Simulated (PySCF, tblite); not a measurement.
# C4H7F2NS: geometry, infrared bands and NMR shifts

Wanted: the infrared bands and NMR shifts of C4H7F2NS (`CN(C)C(=S)C(F)F`), by calculation.

Programs: tblite 0.8.0 and PySCF 2.14.0, with density-fitted response routines of our own. Each step states its level of theory. These are calculated values for one molecule in the gas phase, unless marked as measured. Atoms count from 0, in the outputs and in this text.

**1. Starting geometry**

15 atoms, charge 0, multiplicity 1; geometry from: force field or distance geometry start.

Bonds of the start (Å): C0–N1 1.46, N1–C2 1.45, N1–C3 1.41, C3–S4 1.70, C3–C5 1.53, C5–F6 1.37, C5–F7 1.37, C0–H8 1.09, C0–H9 1.11, C0–H10 1.10, C2–H11 1.11, C2–H12 1.08, C2–H13 1.09, C5–H14 1.09.

**2. Optimising the geometry with GFN2-xTB**

The job: settings as JSON, then the geometry in Å.

```
{"job": {"kind": "relax", "xc": "GFN2-xTB", "basis": "xTB"}, "charge": 0, "multiplicity": 1}
C     -1.737200    -0.881600     0.074200
N     -0.474300    -0.160800     0.003800
C     -0.579400     1.279700     0.169500
C      0.765600    -0.795000    -0.193500
S      0.947200    -2.450600    -0.529000
C      2.047200     0.041300    -0.098300
F      2.152000     0.923800    -1.139100
F      2.093900     0.801600     1.046100
H     -1.627800    -1.960200     0.192500
H     -2.322100    -0.506300     0.934800
H     -2.302100    -0.675800    -0.848100
H     -1.408300     1.637200    -0.468600
H      0.310300     1.823400    -0.103400
H     -0.820300     1.499400     1.209500
H      2.950900    -0.567900    -0.099800
```

The run is started by

```
OMP_NUM_THREADS=1 python probes_run.py task.json out
```

This one command runs all jobs of the session in turn.

**Question.** This job is followed by: GFN2-xTB harmonic vibrations, gas phase; GIAO PBE0/pcSseg-1 NMR shielding, non-relativistic, gas phase. What will the session give for the following? strongest single infrared mode (GFN2-xTB); zero-point energy (GFN2-xTB); 13C shifts against TMS (PBE0/pcSseg-1); 1H shifts against TMS (PBE0/pcSseg-1, means over atoms taken as alike); 15N shifts against NH3 (PBE0/pcSseg-1); 33S shifts against CS2 (PBE0/pcSseg-1); 19F shifts against CFCl3 (PBE0/pcSseg-1, means over atoms taken as alike); surface potential, 1st and 99th percentile.

The runs gave:

```
                                                                 quantity                         value
                                strongest single infrared mode (GFN2-xTB)         1532 cm⁻¹, 262 km/mol
                                             zero-point energy (GFN2-xTB)                 68.6 kcal/mol
                                   13C shifts against TMS (PBE0/pcSseg-1)  197.2, 123.1, 43.2, 40.2 ppm
   1H shifts against TMS (PBE0/pcSseg-1, means over atoms taken as alike)          7.05, 3.67, 3.46 ppm
                                   15N shifts against NH3 (PBE0/pcSseg-1)                     162.6 ppm
                                   33S shifts against CS2 (PBE0/pcSseg-1)                       393 ppm
19F shifts against CFCl3 (PBE0/pcSseg-1, means over atoms taken as alike)                    -133.6 ppm
                                    surface potential, 1st and 99th percentile            -1.07 V and 1.25 V
```

What this shows: Relaxing lowered the energy by 0.271 eV in 40 steps; the close pair that moved most is N1–C3, from 1.407 to 1.333 Å. No mode is imaginary among the 39: a minimum at this level. The strongest single mode, at 1532 cm⁻¹, moves mainly N1 and C3. Unscaled tight-binding wavenumbers are off by several per cent, some by more. Its intensities can rank the bands wrongly. C3 (thiocarbonyl carbon) lies farthest downfield among carbon, at 197.2 ppm; the small n→π* gap of C=S deshields it strongly. H14 (hydrogen on an sp3 CH bonded to 2 F) lies farthest downfield among hydrogen, at 7.05 ppm; its carbon carries F, an electronegative neighbour. At PBE0/pcSseg-1: The largest span, 1025 ppm, is at S4, where the paramagnetic term is -946 ppm. By nearest atom (PBE0/pcSseg-1), the HOMO sits on S4 79 % and the LUMO on C3 36 %; S4 29 %.
